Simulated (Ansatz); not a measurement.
**CH7AlGeSi: small, medium and large basis sets**

The task here is to estimate one member of a computed series from the others.

Program: Ansatz 0.2.0, Gaussian basis. Level of theory: one geometry, several basis sets. These are calculated values, not measurements.

Levels to be run: PBE0-D4/def2-SVP; ωB97M-V/def2-SVP; PBE0-D4/def2-QZVPP; ωB97M-V/def2-QZVPP; the functionals' def2-TZVPP values are taken from earlier runs.

**The geometry**

All runs share one geometry, relaxed beforehand with PBE0-D4 in a triple-zeta def2 set.

SMILES `[CH2]1[AlH][GeH2][SiH2]1`, 11 atoms, charge 0, spin multiplicity 1.

Atoms are counted from 1 here; the program's logs count them from 0.

Bond lengths: C1–Al2 1.969 Å, C1–Si4 1.889 Å, C1–H5 1.101 Å, C1–H6 1.091 Å, Al2–Ge3 2.475 Å, Al2–H7 1.589 Å, Ge3–Si4 2.406 Å, Ge3–H8 1.536 Å, Ge3–H9 1.542 Å, Si4–H10 1.492 Å, Si4–H11 1.490 Å. Angles: Al2–C1–Si4 96.7°, Al2–C1–H5 105.7°, Al2–C1–H6 121.3°, Si4–C1–H5 107.2°, Si4–C1–H6 117.1°, H5–C1–H6 107.5°, C1–Al2–Ge3 89.7°, C1–Al2–H7 129.7°, Ge3–Al2–H7 140.1°, Al2–Ge3–Si4 72.4°, Al2–Ge3–H8 126.1°, Al2–Ge3–H9 114.7°, Si4–Ge3–H8 119.3°, Si4–Ge3–H9 111.9°, H8–Ge3–H9 108.3°, C1–Si4–Ge3 93.7°, C1–Si4–H10 109.7°, C1–Si4–H11 115.6° and more.

The first run:

in.yaml reads:

```yaml
crystal:
  periodic: [false, false, false]
  atoms:
    - {symbol: C, position_ang: [-0.279461, 1.274506, -0.579519]}
    - {symbol: Al, position_ang: [1.234180, 0.926058, 0.631314]}
    - {symbol: Ge, position_ang: [0.295734, -1.308033, 1.137111]}
    - {symbol: Si, position_ang: [-0.729761, -0.532628, -0.896088]}
    - {symbol: H, position_ang: [-1.073892, 1.702328, 0.051867]}
    - {symbol: H, position_ang: [-0.170906, 1.919333, -1.452806]}
    - {symbol: H, position_ang: [2.545947, 1.784762, 0.890761]}
    - {symbol: H, position_ang: [1.066982, -2.636162, 1.129926]}
    - {symbol: H, position_ang: [-0.704743, -1.336358, 2.309975]}
    - {symbol: H, position_ang: [0.055051, -1.049771, -2.054564]}
    - {symbol: H, position_ang: [-2.173733, -0.801135, -1.147278]}
basis:
  gaussian: {orbitals: def2-SVP}
hamiltonian: {xc: pbe0, dispersion: d4}
output: {orbitals: {seedname: orbitals}}
```

Among the steps run: PBE0-D4 in def2-SVP; ωB97M-V in def2-SVP; PBE0-D4 in def2-QZVPP; ωB97M-V in def2-QZVPP.

One table of the session follows, with a row left open; its other results are not shown here.

It belongs to the step «Density functionals: the series». 

```
functional       basis  HOMO (eV)  LUMO (eV)
   PBE0-D4    def2-SVP      -6.64      -1.90
   PBE0-D4  def2-TZVPP      -6.63      -1.91
   PBE0-D4  def2-QZVPP      -6.64      -1.92
   ωB97M-V    def2-SVP      -8.51      -0.18
   ωB97M-V  def2-TZVPP          ?          ?
   ωB97M-V  def2-QZVPP      -8.53      -0.35
```

Q: Estimate the row for ωB97M-V, def2-TZVPP from the others.

As computed: HOMO (eV): -8.53; LUMO (eV): -0.27.
